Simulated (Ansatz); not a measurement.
# Bi2Te2O: from a guess to a relaxed structure

The task: take a trial cell of Bi2Te2O to zero force and stress.

Computed with Ansatz 0.2.0 (DFT PBE, scalar-relativistic, plane waves, PAW, unless a step's input says otherwise).

## Step 1: The structure to begin with

Symmetry: P4/nmm, No. 129, tetragonal system. The conventional cell has a = 4.225 Å, b = 4.225 Å, c = 16.348 Å, α = 90.00°, β = 90.00°, γ = 90.00°. Around Bi (site symmetry 4mm) lie 5 Te at 2.90 to 3.12 Å. Bi (site symmetry 4mm) is surrounded by 4 O at 2.42 Å. Te (site symmetry 4mm) is surrounded by 4 Bi at 3.12 Å. Te (site symmetry 4mm) is surrounded by 1 Bi at 2.90 Å. Around O (site symmetry -4m2) lie 4 Bi at 2.42 Å.

Structure file:

```xyz
10
Lattice="4.2248 0.0000 0.0000 0.0000 4.2248 0.0000 0.0000 0.0000 16.3476" Properties=species:S:1:pos:R:3 pbc="T T T"
Bi    2.1124    0.0000    2.3932
Bi    0.0000    2.1124   13.9544
Bi    0.0000    2.1124    6.9892
Bi    2.1124    0.0000    9.3584
Te    0.0000    2.1124    1.4848
Te    2.1124    0.0000   14.8628
Te    2.1124    0.0000    5.2931
Te    0.0000    2.1124   11.0545
O     0.0000    0.0000    8.1738
O     2.1124    2.1124    8.1738
```

The start is a polymorph listed in a database, not an invented cell.

## Step 2: The guess as it stands, on a coarse mesh

Input file input.yaml:

```yaml
crystal:
  lattice:
    - [4.22482681, 0.0, 0.0]
    - [0.0, 4.22482681, 0.0]
    - [0.0, 0.0, 16.34757042]
  atoms:
    - { symbol: Bi, position: [0.5, 0.0, 0.146392] }
    - { symbol: Bi, position: [0.0, 0.5, 0.853608] }
    - { symbol: Bi, position: [0.0, 0.5, 0.427535] }
    - { symbol: Bi, position: [0.5, 0.0, 0.572465] }
    - { symbol: Te, position: [0.0, 0.5, 0.090828] }
    - { symbol: Te, position: [0.5, 0.0, 0.909172] }
    - { symbol: Te, position: [0.5, 0.0, 0.32378399] }
    - { symbol: Te, position: [0.0, 0.5, 0.67621601] }
    - { symbol: O, position: [0.0, 0.0, 0.5] }
    - { symbol: O, position: [0.5, 0.5, 0.5] }
basis:
  ecutwfc: 420
kpoints:
  mp_grid: { grid: [4, 4, 1] }
hamiltonian:
  xc: pbe
scf:
  occupations: { method: gaussian, width: 0.1 }
  lower_state_search: "off"
output:
  forces: true
  stress: true
  eigenvalues: true
```

On the command line:

```bash
$ ansatz run input.yaml --threads 1 --pin off --max-ram 2560MiB --backend cpu --events-out ev --progress --plain --runs-dir out
```

Standard output (excerpt; [...] marks lines left out):

```text
Warning: RAYON_NUM_THREADS=1 ignored (pool sized by the plan → 1); use --threads N
[...]
Pseudopotentials: kind: paw
Pseudopotential: Bi, paw, valence charge 15, recommended cutoff 420 eV (normal), Bi.paw.azcp
Pseudopotential: Te, paw, valence charge 16, recommended cutoff 420 eV (normal), Te.paw.azcp
Pseudopotential: O, paw, valence charge 6, recommended cutoff 420 eV (normal), O.paw.azcp
Functional definition: PBE
[...]
Crystal: 10 atoms, lattice volume = 291.790 Å³
Basis set: ecut = 420 eV, 5635 PW (Γ), exchange–correlation on 60×60×240 points (8 copies of the dense FFT grid, shifted against one another)
Bands: 82, of which v1, the nominal top of the filled ones, is band 68 counted from 1 (67 counted from 0)
Symmetry: 16 space group operations
Space group: P4/nmm (ITA 129), of the structure as read, at distance tolerance 6.6e-5 Å
k-points: 6 of 16
[...]
SCF iter   1: F=—  HF=-78640.684196 eV  |F-HF|=—  |Δ(HF+E_count)|=         —  Δρ=2.89e-3  dr2=2.43e-1  ethr=1.77e-3  ⟨swp⟩=7.7  Hψ=2085  notcnv=0
[...]
SCF iter   9: F=-78640.657843 eV  HF=-78640.657843 eV  |F-HF|=4.59e-8  |Δ(HF+E_count)|=   2.53e-7  Δρ=2.29e-6  dr2=2.38e-8  ethr=7.35e-11  ⟨swp⟩=10.8  Hψ=2086  notcnv=0
[...]
SCF converged after 9 iterations
Free energy (F): -78640.657843 eV
[...]
E sigma→0 (E₀):  -78640.657839 eV
Entropy (-TS):   -0.000008 eV (-0.001 meV/atom)
Fermi energy:    8.816968 eV
[...]
--- Forces (eV/Å), atoms counted from 1 ---
  atom   1  Bi     0.00000000     0.00000000    -0.02316738
  atom   2  Bi     0.00000000     0.00000000     0.02316738
  atom   3  Bi     0.00000000     0.00000000    -0.02259561
  atom   4  Bi     0.00000000     0.00000000     0.02259561
  atom   5  Te     0.00000000     0.00000000     0.06069076
  atom   6  Te     0.00000000     0.00000000    -0.06069076
  atom   7  Te     0.00000000     0.00000000    -0.03921971
  atom   8  Te     0.00000000     0.00000000     0.03921971
[...]
--- Stress (GPa, compression-positive) ---
       -0.021833       0.000000       0.000000
        0.000000      -0.021833       0.000000
        0.000000       0.000000       0.010615
  P = ⅓ Tr σ = -0.0110 GPa (-0.110 kbar)
--- Band table (eV; the first three rows and the last of 6) ---
[...]
```

Wall time 7 s (1 thread of Intel Xeon Platinum 8488C (Sapphire Rapids), shared host); peak memory 0.62 GiB.

Read-out: pressure 0.0 GPa, largest force 0.06 eV/Å, gap on this mesh 0.55 eV. The relaxation goes to the converged mesh at once.

## Step 3: Relaxation on the finer mesh

Changes to input.yaml since step 2:

```diff
@@ -19,3 +19,3 @@
 kpoints:
-  mp_grid: { grid: [4, 4, 1] }
+  mp_grid: { grid: [8, 8, 4] }
 hamiltonian:
@@ -23,4 +23,3 @@
 scf:
-  occupations: { method: gaussian, width: 0.1 }
-  lower_state_search: "off"
+  occupations: { method: gaussian, width: 0.02 }
 output:
@@ -29 +28,6 @@
   eigenvalues: true
+relax:
+  adjacent_minimum: "off"
+  f_tol: 0.01
+  max_steps: 80
+  cell: { stress_tol: 0.05 }
```

On the command line:

```bash
$ ansatz run input.yaml --threads 1 --pin off --max-ram 2560MiB --backend cpu --events-out ev --progress --plain --runs-dir out
```

Standard output (excerpt; [...] marks lines left out):

```text
Warning: RAYON_NUM_THREADS=1 ignored (pool sized by the plan → 1); use --threads N
[...]
[... 5 set-up lines as earlier in the session ...]
[...]
Crystal: 10 atoms, lattice volume = 291.790 Å³
Basis set: ecut = 420 eV, 5635 PW (Γ), exchange–correlation on 60×60×240 points (8 copies of the dense FFT grid, shifted against one another)
Bands: 82, of which v1, the nominal top of the filled ones, is band 68 counted from 1 (67 counted from 0)
[... 2 set-up lines as earlier in the session ...]
k-points: 45 of 256
[...]
  cell:  # Å, volume = 292.5246 Å³
    - [4.226018194954365, 1.9168100430589982e-36, 0.0]
    - [1.9168100430589982e-36, 4.226018194954365, 0.0]
    - [0.0, 0.0, 16.37946453383657]
  atoms:
    - { symbol: Bi, position: [0.5, -4.843513492832238e-36, 0.14725635542437374] }
    - { symbol: Bi, position: [9.188430008461161e-36, 0.5, 0.8527436445756263] }
    - { symbol: Bi, position: [-1.3604574663690553e-35, 0.5, 0.42751186767240645] }
    - { symbol: Bi, position: [0.5, 8.547376752056891e-37, 0.5724881323275935] }
    - { symbol: Te, position: [1.2037555592480122e-35, 0.5, 0.09278368634550609] }
    - { symbol: Te, position: [0.5, -4.843513492832239e-36, 0.907216313654494] }
    - { symbol: Te, position: [0.5, 8.547376752056891e-37, 0.3239482125093333] }
    - { symbol: Te, position: [-7.906323495652624e-36, 0.5, 0.6760517874906669] }
    - { symbol: O, position: [-7.906323495652627e-36, 8.547376752056891e-37, 0.5000000000000001] }
    - { symbol: O, position: [0.5, 0.5, 0.5000000000000001] }
```

Wall time 3.4 min (1 thread of Intel Xeon Platinum 8488C (Sapphire Rapids), shared host); peak memory 1.1 GiB.

Step by step:

```
step  E - E(step 1) (eV/cell)  largest force component (eV/Å)  pressure (GPa)  volume (Å³)
   1                   0.0000                          0.0401            0.01       291.79
   2                  -0.0007                          0.0454            0.01       292.24
   3                  -0.0011                          0.0069           -0.01       292.52
   4                  -0.0016                          0.0069           -0.01       292.52
```

Step 1 is the start. Step 4 repeats the geometry before it on a plane-wave basis chosen anew for that cell, so its energy need not be comparable with the rows above.

|  | before | after | change |
| --- | --- | --- | --- |
| a (Å) | 4.225 | 4.226 | 0.0 % |
| b (Å) | 4.225 | 4.226 | 0.0 % |
| c (Å) | 16.348 | 16.379 | +0.2 % |
| volume (Å³/atom) | 29.18 | 29.25 | +0.3 % |
| shortest distance (Å) | 2.422 | 2.424 | +0.1 % |
| space group (0.01 Å) | P4/nmm | P4/nmm | same |

The run keeps the 16 symmetry operations of the start, so it could not have lowered the symmetry.

## Step 4: Changed: xc_grid 3, ecutrho_ratio 8

Input file input.yaml:

```yaml
crystal:
  lattice:
    - [4.226018195, 0.0, 0.0]
    - [0.0, 4.226018195, 0.0]
    - [0.0, 0.0, 16.3794645338]
  atoms:
    - { symbol: Bi, position: [0.5, 0.0, 0.1472563554] }
    - { symbol: Bi, position: [0.0, 0.5, 0.8527436446] }
    - { symbol: Bi, position: [0.0, 0.5, 0.4275118677] }
    - { symbol: Bi, position: [0.5, 0.0, 0.5724881323] }
    - { symbol: Te, position: [0.0, 0.5, 0.0927836863] }
    - { symbol: Te, position: [0.5, 0.0, 0.9072163137] }
    - { symbol: Te, position: [0.5, 0.0, 0.3239482125] }
    - { symbol: Te, position: [0.0, 0.5, 0.6760517875] }
    - { symbol: O, position: [0.0, 0.0, 0.5] }
    - { symbol: O, position: [0.5, 0.5, 0.5] }
basis:
  ecutwfc: 420
  xc_grid: 3
  ecutrho_ratio: 8
kpoints:
  mp_grid: { grid: [8, 8, 4] }
hamiltonian:
  xc: pbe
scf:
  occupations: { method: gaussian, width: 0.02 }
output:
  forces: true
  eigenvalues: true
  stress: true
```

On the command line:

```bash
$ ansatz run input.yaml --threads 1 --pin off --max-ram 2560MiB --backend cpu --events-out ev --progress --plain --runs-dir out
```

Standard output (excerpt; [...] marks lines left out):

```text
Warning: RAYON_NUM_THREADS=1 ignored (pool sized by the plan → 1); use --threads N
[...]
[... 5 set-up lines as earlier in the session ...]
[...]
Crystal: 10 atoms, lattice volume = 292.525 Å³
Basis set: ecut = 420 eV, 5635 PW (Γ), exchange–correlation on 120×120×480 points (27 copies of the dense FFT grid, shifted against one another)
Bands: 82, of which v1, the nominal top of the filled ones, is band 68 counted from 1 (67 counted from 0)
[... 2 set-up lines as earlier in the session ...]
k-points: 45 of 256
[...]
SCF iter   8: F=-78640.662742 eV  HF=-78640.662742 eV  |F-HF|=1.09e-7  |Δ(HF+E_count)|=   1.64e-6  Δρ=4.87e-6  dr2=9.01e-8  ethr=7.35e-11  ⟨swp⟩=9.8  Hψ=18015  notcnv=0
[...]
SCF converged after 8 iterations
Free energy (F): -78640.662742 eV
[...]
E sigma→0 (E₀):  -78640.662742 eV
Fermi energy:    8.826803 eV
[...]
--- Forces (eV/Å), atoms counted from 1 ---
  atom   1  Bi     0.00000000     0.00000000     0.00690631
  atom   2  Bi     0.00000000     0.00000000    -0.00690631
  atom   3  Bi     0.00000000     0.00000000    -0.00055982
  atom   4  Bi     0.00000000     0.00000000     0.00055982
  atom   5  Te     0.00000000     0.00000000    -0.00321860
  atom   6  Te     0.00000000     0.00000000     0.00321860
  atom   7  Te     0.00000000     0.00000000     0.00072738
  atom   8  Te     0.00000000     0.00000000    -0.00072738
[...]
--- Stress (GPa, compression-positive) ---
       -0.029482       0.000000       0.000000
        0.000000      -0.029482       0.000000
        0.000000       0.000000       0.040471
  P = ⅓ Tr σ = -0.0062 GPa (-0.062 kbar)
--- Band table (eV; the first three rows and the last of 45) ---
[...]
```

Wall time 57 s (1 thread of Intel Xeon Platinum 8488C (Sapphire Rapids), shared host); peak memory 1.4 GiB.

```tsv
run	ending	energy change	pressure (GPa)	gap (eV)	force (eV/Å)	cycles	time
step 3	converged	0	0.0	0.49	0.01	-	3.4 min
variant	converged	0.0 meV/atom	0.0	0.49	0.01	8	57 s
```

Changing the numerical grids hardly moves the energy: 0.0 meV/atom.

## Step 5: Outcome

```
                                                              quantity                                                                       value
                                symmetry at the end (tolerance 0.02 Å)                                                space group P4/nmm (No. 129)
                                                     conventional cell  a = 4.226 Å, b = 4.226 Å, c = 16.379 Å, α = 90.00°, β = 90.00°, γ = 90.00°
                                                                volume                                                               29.25 Å³/atom
energy over the elements (uncorrected; H, N, O, F and Cl as molecules)                                                               -0.47 eV/atom
                                                       gap on the mesh                                                                     0.49 eV
```

What this shows: The space group P4/nmm (No. 129) is kept, at nearly the size of the first guess. A negative formation energy is needed for stability but isn't enough; other structures and compounds were not set against it here. No finished test with a distortion of lower symmetry is shown, so the end may be a saddle point. These runs have no spin-orbit coupling; with Bi, Te it would split and shift bands. Layers here are held mostly by dispersion, which this level lacks, so their spacing and the stiffness across them are unreliable there.
